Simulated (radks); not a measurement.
# Br inside a hard spherical wall

What does compression do to the levels of Br? A hard sphere of shrinking radius stands in for pressure; the configuration is held at [Ar] 3d10 4s2 4p5.

Program: radks (a radial shooting solver on a logarithmic mesh, Libxc functionals) version 1. Level of theory: non-relativistic Kohn-Sham, PBE, spin-unpolarised, spherical densities, point nucleus. These are calculated values, not measurements, unless marked.

## 1. The atom as given

```
element       : bromine (Z = 35)
charge        : 0
electrons     : 35
configuration : [Ar] 3d10 4s2 4p5
```

The outer shells:

Br
```
[Ar] core
3d [↑↓][↑↓][↑↓][↑↓][↑↓]
4s [↑↓]
4p [↑↓][↑↓][↑ ]
```

## 2. The free atom

Settings of this run:

```text
Z 35
configuration [Ar] 3d10 4s2 4p5 5s0 4d0 5p0
relativity non-relativistic
functional pbe,pbe
spin unpolarised
nucleus point
```

## 3. Wall at 20 bohr

Settings, as their differences from step 2:

```diff
@@ -6 +6,2 @@
 nucleus point
+wall 20 bohr
```

## 4. Wall at 15 bohr

Settings, as their differences from step 3:

```diff
@@ -6,2 +6,2 @@
 nucleus point
-wall 20 bohr
+wall 15 bohr
```

## 5. Wall at 10 bohr

Settings, as their differences from step 4:

```diff
@@ -6,2 +6,2 @@
 nucleus point
-wall 15 bohr
+wall 10 bohr
```

## 6. Wall at 8 bohr

Settings, as their differences from step 5:

```diff
@@ -6,2 +6,2 @@
 nucleus point
-wall 10 bohr
+wall 8 bohr
```

## 7. Wall at 5 bohr

Settings, as their differences from step 6:

```diff
@@ -6,2 +6,2 @@
 nucleus point
-wall 8 bohr
+wall 5 bohr
```

## 8. Wall at 4 bohr

Settings, as their differences from step 7:

```diff
@@ -6,2 +6,2 @@
 nucleus point
-wall 5 bohr
+wall 4 bohr
```

## 9. Wall at 2.5 bohr

Settings, as their differences from step 8:

```diff
@@ -6,2 +6,2 @@
 nucleus point
-wall 4 bohr
+wall 2.5 bohr
```

Before running it: what results should come out? Wanted: for each run, R; E − E(free); ε(4p); ε(5s, empty); ε(5p, empty); ε(4d, empty); pressure.

As calculated:

| R (bohr) | E − E(free) (eV) | ε(4p) (eV) | ε(5s, empty) (eV) | ε(5p, empty) (eV) | ε(4d, empty) (eV) | pressure (GPa) |
| --- | --- | --- | --- | --- | --- | --- |
| free | 0.000 | -7.896 | - | - | - | 0 |
| 20 | 0.000 | -7.896 | - | - | - | < 0.0001 |
| 15 | 0.000 | -7.896 | -0.377 | - | - | < 0.0001 |
| 10 | 0.001 | -7.893 | 0.043 | 1.761 | 2.397 | 0.000916 |
| 8 | 0.015 | -7.862 | 0.913 | 3.371 | 3.334 | 0.0302 |
| 5 | 1.431 | -6.590 | 9.067 | 14.997 | 7.998 | 7.69 |
| 4 | 7.080 | -3.616 | 21.701 | 30.448 | 13.759 | 62.7 |
| 2.5 | 99.816 | 22.280 | 110.46 | 126.83 | 51.077 | 2662 |

What this shows: At the tightest wall, 2.5 bohr, the energy stands 99.816 eV above the free atom and the pressure, −dE/dV, is 2662 GPa. Of the levels in the table that exist at both ends, 4p rises most from the free atom (30.175 eV). From R = 2.5 bohr inwards the highest occupied level lies above zero, pushed up by confinement. Shells are not refilled when levels cross, and a hard wall is a model, not a crystal.
